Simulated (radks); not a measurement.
**Nuclear size and the levels of Ar²⁺**

Aim: how the total energy, the levels and the density at the nucleus of Ar²⁺ respond when the nuclear radius is scaled.

The numbers are computed with radks (a radial shooting solver on a logarithmic mesh, Libxc functionals) version 1 (Dirac Kohn-Sham, PBE, spin-unpolarised, spherical densities, finite nucleus; open shells fill j = l - 1/2 first), except any that are marked as measured or tabulated.

**1. The system**

- element: argon (Z = 18)
- charge: +2
- electrons: 16
- configuration: [Ne] 3s2 3p4
- nuclear rms radius: 3.4274 fm

**2. rms radius 3.4274 fm**

Input:

```text
Z 18
configuration [Ne] 3s2 3p4 4s0 3d0
relativity Dirac
functional pbe,pbe
spin unpolarised
j_filling energy
nucleus finite rms 3.4274 fm
c 137.035999084
```

**3. rms radius 2.8413 fm**

Settings, as their differences from step 2:

```diff
@@ -6,3 +6,3 @@
 j_filling energy
-nucleus finite rms 3.4274 fm
+nucleus finite rms 2.8413 fm
 c 137.035999084
```

**4. rms radius 3.2663 fm**

Settings, as their differences from step 3:

```diff
@@ -6,3 +6,3 @@
 j_filling energy
-nucleus finite rms 2.8413 fm
+nucleus finite rms 3.2663 fm
 c 137.035999084
```

**5. rms radius 3.753 fm**

Settings, as their differences from step 4:

```diff
@@ -6,3 +6,3 @@
 j_filling energy
-nucleus finite rms 3.2663 fm
+nucleus finite rms 3.753 fm
 c 137.035999084
```

**6. rms radius 4.0169 fm**

Settings, as their differences from step 5:

```diff
@@ -6,3 +6,3 @@
 j_filling energy
-nucleus finite rms 3.753 fm
+nucleus finite rms 4.0169 fm
 c 137.035999084
```

Q: Predict the outcome of this session. Wanted: for each run, rms radius; total energy shift; density at nucleus; 1s1/2 shift; 2s1/2 shift.

**Answer**, as computed:

```tsv
rms radius (fm)	total energy shift (eV)	density at nucleus (e/bohr³)	1s1/2 shift (meV)	2s1/2 shift (meV)
2.8413	-0.00583	4359	-2.45	-0.184
3.2663	-0.00171	4346	-0.718	-0.0540
3.4274	0	4342	0	0
3.753	0.00370	4333	1.55	0.117
4.0169	0.00694	4327	2.92	0.219
```

**Reading.** Shifts are against the first run. Over the range the 1s1/2 level moves by 0.00536 eV and the 2s1/2 level by 0.403 meV. A larger nucleus binds the 1s electrons less and lowers the density at its centre. These are shifts of eigenvalues, not the field shifts of spectral lines.
